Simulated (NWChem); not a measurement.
# TiH4O4 (SMILES O[Ti](O)(O)O) at HF/STO-3G

What is the energy change on altering one bond length of TiH4O4 at HF/STO-3G? 

The results are computed with NWChem 7.3.0.

6 further runs of the same task are left out: 2 that didn't finish, 4 set aside as unsound or not needed.

## Step 1: Starting point

TiH4O4 has 9 atoms, charge 0, and is taken as a singlet. As SMILES, `O[Ti](O)(O)O`. The coordinates come from a PBE0-D4/def2-TZVP relaxation. This is one conformer, not always the lowest.

Bond lengths: O1–Ti2 1.801 Å, Ti2–O3 1.801 Å, Ti2–O4 1.801 Å, Ti2–O5 1.801 Å, O1–H6 0.958 Å, O3–H7 0.958 Å, O4–H8 0.958 Å, O5–H9 0.958 Å. Angles: O1–Ti2–O3 108.5°, O1–Ti2–O4 109.9°, O1–Ti2–O5 110.0°, O3–Ti2–O4 110.0°, O3–Ti2–O5 109.9°, O4–Ti2–O5 108.5°, Ti2–O1–H6 129.5°, Ti2–O3–H7 129.5°, Ti2–O4–H8 129.5°, Ti2–O5–H9 129.6°.

## Step 2: Energy and forces at HF/STO-3G

Contents of input.xyz:

```xyz
9
H4O4Ti
O     -0.125250     1.268390    -1.272730
Ti     0.000070     0.000090    -0.000050
O      1.651710    -0.715310    -0.066120
O     -1.235630    -1.279200    -0.283830
O     -0.290490     0.726280     1.622320
H     -0.813470     1.413950    -1.922910
H      2.270980    -0.885970     0.644480
H     -1.123140    -2.176250    -0.600550
H     -0.334770     1.648010     1.879390
```

Contents of input.nw:

```
start input
title "H4O4Ti"
memory stack 880 mb heap 220 mb global 1100 mb
charge 0

geometry noautosym nocenter noautoz
  load format xyz input.xyz
end

basis spherical bse
  * library STO-3G
end

scf
  thresh 1e-08
  maxiter 80
end

task scf gradient
```

On the command line:

```bash
$ nwchem input.nw > input.out
```

Output:

```text
[...]
  functions       =    42
[...]
  wavefunction    = RHF
[...]
         Total SCF energy =  -1137.807393105081
      One-electron energy =  -2217.079804674398
      Two-electron energy =    751.937294722763
 Nuclear repulsion energy =    327.335116846553
        Time for solution =      6.7s
[...]
                         RHF ENERGY GRADIENTS
    atom               coordinates                        gradient
                 x          y          z           x          y          z
   1 O      -0.236688   2.396910  -2.405111   -0.022691   0.027259  -0.039374
   2 Ti      0.000132   0.000170  -0.000094    0.000023  -0.000009  -0.000017
   3 O       3.121279  -1.351740  -0.124949    0.045527  -0.018985   0.019330
   4 O      -2.335002  -2.417337  -0.536361   -0.018441  -0.047067  -0.015707
   5 O      -0.548947   1.372470   3.065740   -0.004432   0.038799   0.035786
   6 H      -1.537235   2.671978  -3.633773    0.017793  -0.003054   0.015911
   7 H       4.291530  -1.674241   1.217891   -0.014916   0.004103  -0.018439
   8 H      -2.122427  -4.112516  -1.134875   -0.003669   0.022272   0.008133
   9 H      -0.632624   3.114287   3.551532    0.000805  -0.023318  -0.005623
[...]
```

Wall time 8.7 s (1 thread of Intel Xeon Platinum 8259CL at 2.50GHz (Skylake/Cascade Lake), shared host); peak memory 0.1 GiB.

## Step 3: The distorted shape: a single-point energy at HF/STO-3G

Contents of h4o4ti.nw:

```
start h4o4ti
title "H4O4Ti energy"
memory stack 880 mb heap 220 mb global 1100 mb

geometry units angstroms noautosym nocenter noautoz
O       -0.187912       1.902563      -1.909093
Ti       0.000070       0.000090      -0.000050
O        1.651710      -0.715310      -0.066120
O       -1.235630      -1.279200      -0.283830
O       -0.290490       0.726280       1.622320
H       -0.876132       2.048123      -2.559273
H        2.270980      -0.885970       0.644480
H       -1.123140      -2.176250      -0.600550
H       -0.334770       1.648010       1.879390
end

basis spherical bse
* library STO-3G
end

scf
thresh 1e-08
maxiter 80
print low
end

task scf
```

On the command line:

```bash
$ nwchem h4o4ti.nw > h4o4ti.out
```

Output, shortened:

```text
[...]
  functions       =    42
[...]
  wavefunction    = RHF
[...]
         Total SCF energy =  -1137.587623414750
      One-electron energy =  -2161.813908193485
      Two-electron energy =    723.833475719844
 Nuclear repulsion energy =    300.392809058890
        Time for solution =      8.7s
 Task  times  cpu:        8.9s     wall:        8.9s
[...]
```

It took 9.6 s on 1 thread of Intel Xeon Platinum 8259CL at 2.50GHz (Skylake/Cascade Lake), shared host; peak memory 0.1 GiB.

## Step 4: Outcome

At HF/STO-3G:

| quantity | value |
| --- | --- |
| first shape: total energy | -1137.80739 Eh |
| first shape: dipole moment | 0.00 D |
| first shape: HOMO energy | -9.24 eV |
| first shape: LUMO energy | 10.01 eV |
| first shape: HOMO–LUMO gap | 19.25 eV |
| first shape: largest force on an atom | 2.725 eV/Å |
| distorted shape: total energy | -1137.58762 Eh |
| energy change with the O1–Ti2 bond stretched from 1.801 to 2.702 Å | 5.980 eV |

What this shows: With the O1–Ti2 bond stretched from 1.801 to 2.702 Å the energy rises by 5.98 eV (138 kcal/mol). The first shape isn't relaxed at this level, so the change isn't measured from a minimum. A restricted reference can't describe the breaking bond well at this length. The minimal basis adds a large error of its own. The largest force (first shape) is 2.73 eV/Å: the shape isn't a stationary point for this species at this level. Mulliken charges (first shape) run from -0.43 on O1 to +0.92 on Ti2; they depend strongly on the basis.
